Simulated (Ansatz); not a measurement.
**CH₄BGaO: up Jacob's ladder to CCSD(T)**

An exercise on one series of results from a longer session: the logs are not shown, and one member is left open.

Program: Ansatz 0.2.0, Gaussian basis. Level of theory: functionals in def2-TZVPP, the program's frozen cores in correlated methods. These are calculated values, not measurements.

Plan: LDA (SPW92), PBE-D4, revPBE-D4, BLYP-D4, r2SCAN-D4, B97M-V, PBE0-D4, B3LYP-D4, r2SCANh-D4, r2SCAN0-D4, HSE06-D4, BHLYP-D4, CAM-B3LYP-D4, LC-ωPBE, ωB97X-V, ωB97M-V, B2PLYP, PBE-QIDH; CCSD(T)/def2-SVP; CCSD(T)/def2-TZVPP; MP2/def2-QZVPP; extrapolation to the limit; RPA on PBE.

### The relaxed structure

The geometry comes from an earlier relaxation with PBE0-D4 in a triple-zeta def2 set; it is a stationary point, not always the lowest conformer.

8 atoms, charge 0, spin multiplicity 1.

Atoms are counted from 1 here; the program's logs count them from 0.

Bond lengths: Ga1–C2 1.952 Å, Ga1–H5 1.566 Å, Ga1–H6 1.568 Å, C2–B3 1.521 Å, C2–O4 1.536 Å, C2–H7 1.091 Å, B3–O4 1.321 Å, B3–H8 1.184 Å. Angles: C2–Ga1–H5 119.1°, C2–Ga1–H6 118.4°, H5–Ga1–H6 122.4°, Ga1–C2–B3 124.0°, Ga1–C2–O4 117.2°, Ga1–C2–H7 118.8°, B3–C2–O4 51.2°, B3–C2–H7 115.3°, O4–C2–H7 110.3°, C2–B3–O4 65.0°, C2–B3–H8 157.1°, O4–B3–H8 137.9°, C2–O4–B3 63.8°.

Set-up of the first run:

in.yaml reads:

```yaml
crystal:
  periodic: [false, false, false]
  atoms:
    - {symbol: Ga, position_ang: [-0.822735, 1.189067, -0.479800]}
    - {symbol: C, position_ang: [0.503669, 0.048890, 0.386567]}
    - {symbol: B, position_ang: [0.461415, -1.471307, 0.366884]}
    - {symbol: O, position_ang: [1.285884, -0.924521, -0.508635]}
    - {symbol: H, position_ang: [-1.282451, 0.848954, -1.937663]}
    - {symbol: H, position_ang: [-1.433141, 2.379400, 0.338867]}
    - {symbol: H, position_ang: [1.163046, 0.486837, 1.137039]}
    - {symbol: H, position_ang: [0.124303, -2.557330, 0.696741]}
basis:
  gaussian: {orbitals: def2-TZVPP}
hamiltonian: {xc: lda}
output: {orbitals: {seedname: orbitals}}
```

Run with:

```bash
$ ansatz run in.yaml --threads 2 --pin off --events-out ev --progress --plain --max-ram 4352MiB
```

Steps of the session up to this table: LDA; PBE-D4 (GGA); revPBE-D4 (GGA); BLYP-D4 (GGA); r2SCAN-D4 (meta-GGA); B97M-V (meta-GGA); B3LYP-D4 (hybrid); r2SCANh-D4 (hybrid); r2SCAN0-D4 (hybrid); HSE06-D4 (hybrid); BHLYP-D4 (hybrid); CAM-B3LYP-D4 (range-separated); LC-ωPBE (range-separated); ωB97X-V (range-separated); ωB97M-V (range-separated); B2PLYP (double hybrid); PBE-QIDH (double hybrid).

One of the session's tables, all rows but one given; the rest of the session is left out.

It belongs to the step «Frontier levels by functional». 

```
  functional  HOMO (eV)  LUMO (eV)  gap (eV)
 LDA (SPW92)          ?          ?         ?
      PBE-D4      -6.50      -2.49      4.01
   revPBE-D4      -6.44      -2.37      4.07
     BLYP-D4      -6.39      -2.44      3.94
   r2SCAN-D4      -6.73      -2.21      4.52
      B97M-V      -6.81      -2.42      4.40
     PBE0-D4      -7.76      -1.68      6.08
    B3LYP-D4      -7.55      -1.96      5.59
  r2SCANh-D4      -7.20      -1.93      5.27
  r2SCAN0-D4      -7.92      -1.52      6.40
    HSE06-D4      -7.36      -2.05      5.31
    BHLYP-D4      -8.95      -0.94      8.01
CAM-B3LYP-D4      -9.14      -0.80      8.34
     LC-ωPBE     -10.50       0.40     10.89
     ωB97X-V     -10.12       0.25     10.37
     ωB97M-V     -10.00       0.02     10.02
```

Estimate the missing values for LDA (SPW92).

As computed: HOMO (eV): -6.67; LUMO (eV): -2.76; gap (eV): 3.91. In the column «HOMO (eV)» it lies between r2SCAN-D4 (-6.73) and PBE-D4 (-6.50).
